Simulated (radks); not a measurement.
# The Coulomb parameter U of the 5d shell of Os²⁺

Aim: U as the second difference [E(n + 0.5) + E(n − 0.5) − 2E(n)]/0.5², with all orbitals relaxed. Bare: the atom's charge changes with n. Screened: the 6s shell takes up the change. The start is a model configuration, not necessarily the ground state.

Program: radks (a radial shooting solver on a logarithmic mesh, Libxc functionals) version 1. Level of theory: scalar-relativistic Kohn-Sham, PBE, spin-unpolarised, spherical densities, finite nucleus. These are calculated values, not measurements, unless marked.

### Step 1. The atom as given

| Item | Value |
| --- | --- |
| element | osmium (Z = 76) |
| charge | +2 |
| electrons | 74 |
| configuration | [Xe] 4f14 5d5 6s1 |
| nuclear rms radius | 5.4126 fm |

Outer shells as boxes (Hund's rule):

Os²⁺
```
[Xe] core
4f [↑↓][↑↓][↑↓][↑↓][↑↓][↑↓][↑↓]
5d [↑ ][↑ ][↑ ][↑ ][↑ ]
6s [↑ ]
```

### Step 2. Start: [Xe] 4f14 5d5 6s1

Input:

```text
Z 76
configuration [Xe] 4f14 5d5 6s1
relativity scalar-relativistic
functional pbe,pbe
spin unpolarised
nucleus finite rms 5.4126 fm
c 137.035999084
```

### Step 3. Bare +0.5: [Xe] 4f14 5d5.5 6s1

Input:

```text
Z 76
configuration [Xe] 4f14 5d5.5 6s1
relativity scalar-relativistic
functional pbe,pbe
spin unpolarised
nucleus finite rms 5.4126 fm
c 137.035999084
```

### Step 4. Bare -0.5: [Xe] 4f14 5d4.5 6s1

Input:

```text
Z 76
configuration [Xe] 4f14 5d4.5 6s1
relativity scalar-relativistic
functional pbe,pbe
spin unpolarised
nucleus finite rms 5.4126 fm
c 137.035999084
```

### Step 5. Screened +0.5: [Xe] 4f14 5d5.5 6s0.5

Input:

```text
Z 76
configuration [Xe] 4f14 5d5.5 6s0.5
relativity scalar-relativistic
functional pbe,pbe
spin unpolarised
nucleus finite rms 5.4126 fm
c 137.035999084
```

### Step 6. Screened -0.5: [Xe] 4f14 5d4.5 6s1.5

Input:

```text
Z 76
configuration [Xe] 4f14 5d4.5 6s1.5
relativity scalar-relativistic
functional pbe,pbe
spin unpolarised
nucleus finite rms 5.4126 fm
c 137.035999084
```

Before running it: what results should come out?

**Answer**, as computed:

```
                  quantity  value (eV)
                   U, bare      11.770
         U, screened by 6s       1.092
F0(5d,5d), frozen orbitals      14.915
```

What this shows: Relaxing the orbitals brings U down to 79 % of the Slater integral F0. Letting 6s compensate leaves 9 % of the bare value; this second difference measures U(5d,5d) + U(6s,6s) − 2U(5d,6s). A solid screens further than the bare atom, so the bare value is an upper guide for the U of a crystal.
